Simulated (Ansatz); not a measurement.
# SnH₃O₂ radical: up Jacob's ladder to CCSD(T)

The task here is to estimate one member of a computed series from the others.

The runs use Ansatz 0.2.0, Gaussian basis; functionals in def2-TZVPP, the program's frozen cores in correlated methods.

Levels to be run: LDA (SPW92), PBE-D4, revPBE-D4, BLYP-D4, r2SCAN-D4, B97M-V, PBE0-D4, B3LYP-D4, r2SCANh-D4, r2SCAN0-D4, HSE06-D4, BHLYP-D4, CAM-B3LYP-D4, LC-ωPBE, ωB97X-V, ωB97M-V, B2PLYP, PBE-QIDH; CCSD(T)/def2-SVP; CCSD(T)/def2-TZVPP; MP2/def2-QZVPP; extrapolation to the limit; RPA on PBE.

## The relaxed structure

All runs share one geometry, relaxed beforehand with PBE0-D4 in a triple-zeta def2 set. Sn takes the def2 core potential; no spin-orbit term is included.

SMILES `[OH][SnH][OH]`, 6 atoms, charge 0, spin multiplicity 2.

Atoms are counted from 1 here; the program's logs count them from 0.

Bond lengths: O1–Sn2 1.978 Å, O1–H4 0.960 Å, Sn2–O3 1.963 Å, Sn2–H5 1.748 Å, O3–H6 0.962 Å. Angles: Sn2–O1–H4 115.0°, O1–Sn2–O3 99.6°, O1–Sn2–H5 110.6°, O3–Sn2–H5 104.3°, Sn2–O3–H6 112.0°.

Set-up of the first run:

File in.yaml:

```yaml
crystal:
  periodic: [false, false, false]
  atoms:
    - {symbol: O, position_ang: [-1.248283, -0.684732, -0.233413]}
    - {symbol: Sn, position_ang: [0.417040, 0.302515, -0.639585]}
    - {symbol: O, position_ang: [1.413881, -0.038312, 1.016734]}
    - {symbol: H, position_ang: [-1.851977, -0.783437, -0.973644]}
    - {symbol: H, position_ang: [0.128618, 2.026052, -0.624258]}
    - {symbol: H, position_ang: [1.182722, -0.885987, 1.408064]}
basis:
  gaussian: {orbitals: def2-TZVPP}
magnetization: {spin_polarized: true, initial_magnetization: 1}
hamiltonian: {xc: lda}
output: {orbitals: {seedname: orbitals}}
```

Among the steps run: LDA; PBE-D4 (GGA); revPBE-D4 (GGA); BLYP-D4 (GGA); r2SCAN-D4 (meta-GGA); B97M-V (meta-GGA); PBE0-D4 (hybrid); B3LYP-D4 (hybrid); r2SCANh-D4 (hybrid); r2SCAN0-D4 (hybrid); HSE06-D4 (hybrid); BHLYP-D4 (hybrid); CAM-B3LYP-D4 (range-separated); LC-ωPBE-D4 (range-separated; the results give it without D4); ωB97X-V (range-separated); ωB97M-V (range-separated); B2PLYP (double hybrid); PBE-QIDH (double hybrid).

One table of the session follows, with a row left open; its other results are not shown here.

It belongs to the step «Frontier levels by functional». 

```
  functional  HOMO (eV)  LUMO (eV)  gap (eV)
 LDA (SPW92)      -5.28      -4.53      0.75
      PBE-D4      -5.20      -4.22      0.98
   revPBE-D4      -5.16      -4.10      1.06
     BLYP-D4      -5.08      -4.24      0.84
   r2SCAN-D4      -5.60      -3.95      1.65
      B97M-V      -5.41      -4.36      1.05
     PBE0-D4      -6.41      -3.41      3.00
    B3LYP-D4      -6.19      -3.80      2.39
  r2SCANh-D4      -6.05      -3.65      2.40
  r2SCAN0-D4      -6.72      -3.20      3.51
    HSE06-D4      -6.02      -3.78      2.23
    BHLYP-D4      -7.48      -2.69      4.79
CAM-B3LYP-D4          ?          ?         ?
     LC-ωPBE      -8.99      -1.19      7.80
     ωB97X-V      -8.55      -1.56      6.98
     ωB97M-V      -8.47      -1.67      6.80
```

Estimate the missing values for CAM-B3LYP-D4.

**Answer.** HOMO (eV): -7.68; LUMO (eV): -2.55; gap (eV): 5.13. In the column «HOMO (eV)» it lies between ωB97M-V (-8.47) and BHLYP-D4 (-7.48).
